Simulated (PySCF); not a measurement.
# C6H7S: the cost of one run

Computed with PySCF 2.14.0 and routines of our own; the level stands in each step. Atoms count from 0.

## 1. The starting structure

14 atoms, charge 1, multiplicity 1; geometry from: GFN2-xTB.

## 2. Relaxing the molecule at PBE0/6-31+G*

What the job is given:

```
{"job": {"xc": "PBE0", "basis": "6-31+G*", "grid": 1, "kind": "geom"}, "charge": 1, "multiplicity": 1}
C      2.063781    -0.296116    -0.243613
C      0.630446     0.058230    -0.056762
C     -0.346934    -0.942119    -0.158440
C     -1.705257    -0.715156     0.012545
C     -2.231343     0.522564     0.301694
S     -1.302074     1.919051     0.483314
C      0.272013     1.361766     0.227829
H      2.407272    -0.889569     0.603912
H      2.192382    -0.905270    -1.135860
H      2.692424     0.585514    -0.320924
H     -0.018616    -1.946866    -0.384233
H     -2.387687    -1.548261    -0.085323
H     -3.294336     0.664434     0.428959
H      1.027250     2.131325     0.304735
```

Command:

```console
OMP_NUM_THREADS=1 python excited_run.py task.json out
```

The driver reads the jobs from task.json and runs them one after another.

Q: Estimate the wall time and peak memory of this first job on 1 thread of Arm Neoverse V2, shared host.

About 21 s, with a peak of 0.57 GiB.
